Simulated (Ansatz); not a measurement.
## C3H8N, SMILES CCC[NH]: an atomisation energy, step by step

Computed with Ansatz 0.2.0, Python API.

Notebook, run cell by cell (the value of a cell's last expression is shown):

In [1]:
```python
from collections import Counter

import ansatz as az
```

In [2]:
```python
BASIS_SET = 'def2-SVP'
FUNCTIONAL = 'r2SCAN'
DISPERSION = 'd3bj'
```

In [3]:
```python
def single_point(molecule, charge=0, unpaired=0):
    calc = molecule.calculation().basis(gaussian=BASIS_SET).functional(FUNCTIONAL, dispersion=DISPERSION)
    if charge:
        calc = calc.charge(charge)
    if unpaired:
        calc = calc.spin('collinear', total=unpaired)
    report = calc.run(threads=1, pin='off').report
    if report['published_state_doubts']:
        print('  doubts:', report['published_state_doubts'])
    return report['free_energy_ev']
```

In [4]:
```python
geometry_ang = [
    ('C', (-1.2186, 0.7069, 0.4049)),
    ('C', (-0.5511, -0.4234, -0.3767)),
    ('C', (0.9722, -0.2811, -0.4034)),
    ('N', (1.5225, -0.4606, 0.9333)),
    ('H', (-2.3211, 0.5791, 0.3721)),
    ('H', (-0.9624, 1.6904, -0.0435)),
    ('H', (-0.8936, 0.6913, 1.4667)),
    ('H', (-0.8281, -1.4006, 0.0753)),
    ('H', (-0.9316, -0.4081, -1.4209)),
    ('H', (1.2557, 0.72, -0.7963)),
    ('H', (1.3952, -1.0562, -1.0788)),
    ('H', (2.561, -0.3577, 0.8671)),
]
system = az.Crystal.molecule()
for symbol, xyz in geometry_ang:
    system = system.atom(symbol, xyz)

# Hund ground states
unpaired = {'C': 2, 'N': 3, 'H': 1}
counts = Counter(site.symbol for site in system.cartesian_sites)
atom_energy = {s: single_point(az.Crystal.molecule().atom(s, (0, 0, 0)), 0, unpaired[s]) for s in counts}
whole = single_point(system, 0, 1)
for s, e in atom_energy.items():
    print(f'{s:2s} x{counts[s]}  {e:14.5f} eV')
print(f'C3H8N: {whole:.5f} eV')
split = sum(counts[s] * e for s, e in atom_energy.items()) - whole
print(f'atomisation energy (no zero-point term): {96.485332 * split:.1f} kJ/mol, {split / sum(counts.values()):.3f} eV an atom')
```
```text
DeckWarning: the engine holds no damping parameters fitted to this dispersion correction and functional, so the run takes those fitted to r2scan beside the three-body term, which d3bj leaves out (hamiltonian.dispersion, under Limitations)
C  x3     -1028.24726 eV
N  x1     -1483.43974 eV
H  x8       -13.58417 eV
C3H8N: -4723.42472 eV
atomisation energy (no zero-point term): 4493.3 kJ/mol, 3.881 eV an atom
```

4493.3 kJ/mol from the electronic energies, without the zero-point term.

The settings weren't tested for convergence. Warnings are shown shortened and without file and line. The geometry is a force-field or estimated start, not a minimum of this method, and the basis set is short of its limit. All parts are taken at fixed geometry, without zero-point energy. The run takes the species as open-shell (spin multiplicity 2), which needn't be its ground state. A dispersion term here runs with damping parameters fitted for another variant or functional. Wall time of the script: 12 s on 1 thread of Arm Neoverse V1 (shared host), peak memory 0.23 GiB.
